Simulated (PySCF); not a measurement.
The system is AlAsH6, in a box.

```xyz
8
Lattice="13.0000 0.0000 0.0000 0.0000 12.0000 0.0000 0.0000 0.0000 14.0000" Properties=species:S:1:pos:R:3 pbc="T T T"
Al    6.3408    6.0313    5.5613
As    7.2811    5.6893    8.0152
H     7.0815    4.7776    4.9089
H     4.7970    5.8985    5.9427
H     6.9540    7.4875    5.3377
H     8.0855    6.7814    8.6734
H     8.2290    4.5545    8.3106
H     6.3305    5.4416    9.1591
```

Base run:

| Property | Result |
| --- | --- |
| Program | PySCF 2.14.0 |
| Functional | PBEsol |
| Dispersion | D3(BJ) |
| Potentials or basis | 6-31g* (all-electron) |
| k mesh | 1 × 1 × 1 |
| Occupations | fixed |
| Spin | no spin polarisation |

Its results: gap between the frontier levels 5.62 eV.

Question: After a change of settings the same cell gave: gap between the frontier levels 12.60 eV. Which change was it?
A. functional from PBEsol to rSCAN; dispersion from D3(BJ) to D4
B. functional from PBEsol to LC-wPBE
C. functional from PBEsol to r2SCAN50; dispersion from D3(BJ) to none

Answer: B.

LC-wPBE gives the wider gap, since exact exchange removes part of the self-interaction.

Caveats: this is a molecule in a periodic box at the Γ point, so its band gap is the HOMO-LUMO gap; relativity is left out, which matters for the heavier elements; the basis of atomic orbitals isn't converged, which shifts pressures, moduli and gaps.

Not every run made on this cell is shown here.
